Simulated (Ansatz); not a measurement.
This script makes the interaction energy of a dimer with the counterpoise correction of FH2ISi, SMILES F[SiH2]I with the Python package of Ansatz (0.2.0).

The script, `fh2isi.py`:
```python
# -*- coding: utf-8 -*-
"""Binding of a FH2ISi dimer at a trial geometry."""

import logging
import sys

import ansatz as az

logging.basicConfig(stream=sys.stdout, format="%(levelname)s %(message)s")
logger = logging.getLogger("ansatz_job")
logger.setLevel(logging.INFO)

FIRST = [
    ("F", (-0.4262, -0.2476, 1.5875)),
    ("Si", (0.0943, -0.1193, 0.0802)),
    ("I", (-1.2732, 1.481, -1.2151)),
    ("H", (0.0919, -1.4459, -0.5571)),
    ("H", (1.513, 0.3316, 0.1046)),
]
SECOND = [
    ("F", (1.6252, -0.351, -4.3458)),
    ("Si", (0.6879, -1.4621, -3.6779)),
    ("I", (1.6627, -3.722, -3.9044)),
    ("H", (-0.652, -1.4067, -4.2843)),
    ("H", (0.5102, -1.13, -2.2375)),
]

def energy(atoms, ghosts=()):
    molecule = az.Crystal.molecule()
    for symbol, xyz in atoms:
        molecule = molecule.atom(symbol, xyz)
    calc = (
        molecule.calculation()
        .basis(gaussian="def2-SVPD")
        .correlation("MP2")
    )
    deck = calc.input()
    if ghosts:
        deck = deck.set(az.key.basis.gaussian.ghost_atoms, [{"symbol": s, "position_ang": list(xyz)} for s, xyz in ghosts])
    return az.Session.from_dict(deck).plan().execute().report["free_energy_ev"]

# monomers in their own basis and in the basis of the dimer
both = energy(FIRST + SECOND)
alone = energy(FIRST) + energy(SECOND)
ghosted = energy(FIRST, SECOND) + energy(SECOND, FIRST)
logger.info(f"dimer {both:.6f} eV")
logger.info(f"interaction, uncorrected   {96.485332 * (both - alone):8.3f} kJ/mol")
logger.info(f"interaction, counterpoise  {96.485332 * (both - ghosted):8.3f} kJ/mol")
logger.info(f"basis-set superposition    {96.485332 * (alone - ghosted):8.3f} kJ/mol")
```

How large is the interaction at this pose, and how much of it is basis-set superposition?

Uncorrected it is 3.272 kJ/mol, with the counterpoise correction 16.167 kJ/mol; the difference, 12.90 kJ/mol, is the superposition error. In this basis both values are repulsive.

The run itself:

`python fh2isi.py` gives:
```text
INFO dimer -37363.421732 eV
INFO interaction, uncorrected      3.272 kJ/mol
INFO interaction, counterpoise    16.167 kJ/mol
INFO basis-set superposition      12.895 kJ/mol
```

Reading the output:
- Total energies depend on the basis set; only differences at equal settings carry meaning.
- The dimer is a generated trial pose of unrelaxed monomers, not a minimum, so the figure is no binding energy, and the basis set is small.
- def2 sets replace the cores of elements past krypton by effective core potentials.
- The whole script took 34 s on 1 thread of Arm Neoverse V2, with other jobs on the host, peak memory 0.69 GiB.
